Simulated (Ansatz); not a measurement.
# Mo4C: the cost of one run

Method: DFT LDA, scalar-relativistic, plane waves, PAW, in Ansatz 0.2.0.

The COD entry's cell or inner coordinates are ideal or old and differ from later refinements, so a difference from it is no clean test against experiment.

**1. The system as given**

The structure is cubic, space group Im-3m (No. 229). The conventional cell has a = 3.142 Å, b = 3.142 Å, c = 3.142 Å, α = 90.00°, β = 90.00°, γ = 90.00°. Mo (site symmetry m-3m) is surrounded by 8 Mo at 2.72 Å.

Structure file:

```xyz
1
Lattice="-1.5710 1.5710 1.5710 1.5710 -1.5710 1.5710 1.5710 1.5710 -1.5710" Properties=species:S:1:pos:R:3 pbc="T T T"
Mo    0.0000    0.0000    0.0000
```

Source of the structure: the Crystallography Open Database.

**6. Setting up the map**

Atoms count from 1 in the order of the input.

C is moved along a line over the surface and along the normal, above a rigid substrate.

The axes are (1) position of C5 along the diagonal of the surface cell, from above Mo4: 8 values from 0.00 to 3.85 Å, periodic; (2) height of C5 above the plane of Mo4: 8 values from 0.51 to 4.05 Å.

Nothing else is relaxed. Points are written as (first, second).

(The set-up runs are not shown.)

**7. Grid point (1.10 Å, 1.48 Å)**

File input.yaml:

```yaml
crystal:
  lattice:
    - [3.1111816891, 0.0, 0.0]
    - [0.0, 3.1111816891, 0.0]
    - [0.0, 0.0, 21.5098172784]
  atoms:
    - { symbol: Mo, position: [0.5, 0.5, 0.1859615983] }
    - { symbol: Mo, position: [0.0, 0.0, 0.2582816382] }
    - { symbol: Mo, position: [0.5, 0.5, 0.3325055024] }
    - { symbol: Mo, position: [0.0, 0.0, 0.3956248056] }
    - { symbol: C, position: [0.25, 0.25, 0.4644305969] }
basis:
  ecutwfc: 420
kpoints:
  mp_grid: { grid: [9, 9, 1] }
hamiltonian:
  xc: lda
scf:
  occupations: { method: gaussian, width: 0.1 }
output:
  forces: true
  eigenvalues: true
efield:
  axis: 3
  dipole_correction: true
  ramp_width: 0.04
```

Launch:

```sh
$ ansatz run input.yaml --threads 1 --pin off --max-ram 3072MiB --backend cpu --events-out ev --progress --plain --runs-dir out
```

Q: Estimate wall time and peak memory on 1 thread of Intel Xeon Platinum 8259CL at 2.50GHz (Skylake/Cascade Lake), shared host.

About 21 s, with a peak of 0.55 GiB.
